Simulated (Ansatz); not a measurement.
# CH4BF3Si: how energies converge with the basis set

An exercise on one series of results from a longer session: the logs are not shown, and one member is left open.

The runs use Ansatz 0.2.0, Gaussian basis; one geometry, several basis sets.

Levels to be run: PBE0-D4/def2-SVP; ωB97M-V/def2-SVP; PBE0-D4/def2-QZVPP; ωB97M-V/def2-QZVPP; the functionals' def2-TZVPP values are taken from earlier runs.

## The geometry

The geometry comes from an earlier relaxation with PBE0-D4 in a triple-zeta def2 set; it is a stationary point, not always the lowest conformer.

SMILES `CB[Si](F)(F)F`, 10 atoms, charge 0, spin multiplicity 1.

Atoms are counted from 1 here; the program's logs count them from 0.

Bond lengths: C1–B2 1.543 Å, C1–H7 1.091 Å, C1–H8 1.091 Å, C1–H9 1.108 Å, B2–Si3 2.009 Å, B2–H10 1.198 Å, Si3–F4 1.586 Å, Si3–F5 1.585 Å, Si3–F6 1.585 Å. Angles: B2–C1–H7 116.3°, B2–C1–H8 115.0°, B2–C1–H9 102.0°, H7–C1–H8 110.9°, H7–C1–H9 105.6°, H8–C1–H9 105.4°, C1–B2–Si3 122.8°, C1–B2–H10 120.1°, Si3–B2–H10 117.0°, B2–Si3–F4 113.5°, B2–Si3–F5 111.4°, B2–Si3–F6 111.9°, F4–Si3–F5 106.3°, F4–Si3–F6 106.2°, F5–Si3–F6 107.1°.

Set-up of the first run:

The input, in.yaml:

```yaml
crystal:
  periodic: [false, false, false]
  atoms:
    - {symbol: C, position_ang: [0.276149, -1.433125, 0.615618]}
    - {symbol: B, position_ang: [0.731561, -0.041942, 0.127670]}
    - {symbol: Si, position_ang: [-0.529570, 1.289699, -0.693458]}
    - {symbol: F, position_ang: [-2.012335, 0.748499, -0.843081]}
    - {symbol: F, position_ang: [-0.060634, 1.709093, -2.148083]}
    - {symbol: F, position_ang: [-0.628305, 2.617249, 0.166504]}
    - {symbol: H, position_ang: [-0.627028, -1.835366, 0.154963]}
    - {symbol: H, position_ang: [1.062475, -2.188782, 0.655779]}
    - {symbol: H, position_ang: [0.007887, -1.230068, 1.670913]}
    - {symbol: H, position_ang: [1.862800, 0.313642, 0.296172]}
basis:
  gaussian: {orbitals: def2-SVP}
hamiltonian: {xc: pbe0, dispersion: d4}
output: {orbitals: {seedname: orbitals}}
```

Among the steps run: PBE0-D4 in def2-SVP; ωB97M-V in def2-SVP; PBE0-D4 in def2-QZVPP; ωB97M-V in def2-QZVPP.

One of the session's tables, all rows but one given; the rest of the session is left out.

It belongs to the step «Density functionals: the series». 

| functional | basis | HOMO (eV) | LUMO (eV) |
| --- | --- | --- | --- |
| PBE0-D4 | def2-SVP | -8.83 | -2.47 |
| PBE0-D4 | def2-TZVPP | -8.90 | -2.53 |
| PBE0-D4 | def2-QZVPP | -8.92 | -2.55 |
| ωB97M-V | def2-SVP | -11.01 | -0.39 |
| ωB97M-V | def2-TZVPP | ? | ? |
| ωB97M-V | def2-QZVPP | -11.13 | -0.56 |

Estimate the missing values for ωB97M-V, def2-TZVPP.

**Answer.** HOMO (eV): -11.10; LUMO (eV): -0.52. In the column «HOMO (eV)» it lies between ωB97M-V, def2-QZVPP (-11.13) and ωB97M-V, def2-SVP (-11.01).
